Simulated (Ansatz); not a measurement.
# Be2ZnSe3: from a guess to a relaxed structure

The task: take a trial cell of Be2ZnSe3 to zero force and stress.

Computed with Ansatz 0.2.0 (DFT PBE, scalar-relativistic, plane waves, PAW, unless a step's input says otherwise).

### 1 The starting structure

It takes space group I-4m2 (No. 119, tetragonal). The conventional cell has a = 3.774 Å, b = 3.774 Å, c = 16.257 Å, α = 90.00°, β = 90.00°, γ = 90.00°. Be (site symmetry 2mm) has 4 Se at 2.26 to 2.27 Å as nearest neighbours. Zn (site symmetry -4m2) has 4 Se at 2.44 Å as nearest neighbours. Se (site symmetry 2mm) is surrounded by 2 Be at 2.26 Å and 2 Zn at 2.44 Å. Around Se (site symmetry -4m2) lie 4 Be at 2.27 Å.

Coordinates:

```cif
data_structure
_symmetry_space_group_name_H-M 'P 1'
_symmetry_Int_Tables_number 1
_cell_length_a 8.5556
_cell_length_b 8.5556
_cell_length_c 8.5556
_cell_angle_alpha 154.514
_cell_angle_beta 154.514
_cell_angle_gamma 36.353
_cell_volume 115.80
loop_
_atom_site_label
_atom_site_type_symbol
_atom_site_fract_x
_atom_site_fract_y
_atom_site_fract_z
_atom_site_occupancy
Be1 Be 0.32800 0.32800 0.00000 1
Be2 Be 0.67200 0.67200 0.00000 1
Zn1 Zn 0.00000 0.00000 0.00000 1
Se1 Se 0.40455 0.90455 0.50000 1
Se2 Se 0.75000 0.25000 0.50000 1
Se3 Se 0.09545 0.59545 0.50000 1
```

The start is the relaxed end of an invented cell (made as: elements ordered on the sites of the BeSe type, Be/Zn on Be (I-4m2, No. 119)), taken up again for a closer look.

### 2 A first look at the guess

File input.yaml:

```yaml
crystal:
  lattice:
    - [-1.8871847, 1.8871847, 8.1287046]
    - [1.8871847, -1.8871847, 8.1287046]
    - [1.8871847, 1.8871847, -8.1287046]
  atoms:
    - { symbol: Be, position: [0.327999, 0.327999, 0.0] }
    - { symbol: Be, position: [0.672001, 0.672001, 0.0] }
    - { symbol: Zn, position: [0.0, 0.0, 0.0] }
    - { symbol: Se, position: [0.404547, 0.904547, 0.5] }
    - { symbol: Se, position: [0.75, 0.25, 0.5] }
    - { symbol: Se, position: [0.095453, 0.595453, 0.5] }
basis:
  ecutwfc: 420
kpoints:
  mp_grid: { grid: [6, 6, 6] }
hamiltonian:
  xc: pbe
scf:
  occupations: { method: gaussian, width: 0.1 }
  lower_state_search: "off"
output:
  forces: true
  stress: true
  eigenvalues: true
```

Launch:

```console
$ ansatz run input.yaml --threads 4 --pin off --max-ram 8192MiB --backend cpu --events-out ev --progress --plain --runs-dir out
```

The session goes on with these runs: relaxation on the finer mesh.

What does the calculation give? Wanted: conventional cell; volume; energy over the elements; gap on the mesh.

As calculated:

```
                              quantity                                                                       value
symmetry at the end (tolerance 0.02 Å)                                                 space group I-4m2 (No. 119)
                     conventional cell  a = 3.774 Å, b = 3.774 Å, c = 16.257 Å, α = 90.00°, β = 90.00°, γ = 90.00°
                                volume                                                               19.30 Å³/atom
              energy over the elements                                                               -0.74 eV/atom
                       gap on the mesh                                                                     2.65 eV
```

In words: The space group I-4m2 (No. 119) is kept, at nearly the size of the first guess. It lies below the elements, which doesn't yet make it stable: competing phases were not computed in this session. No finished test with a distortion of lower symmetry is shown, so the end may be a saddle point.
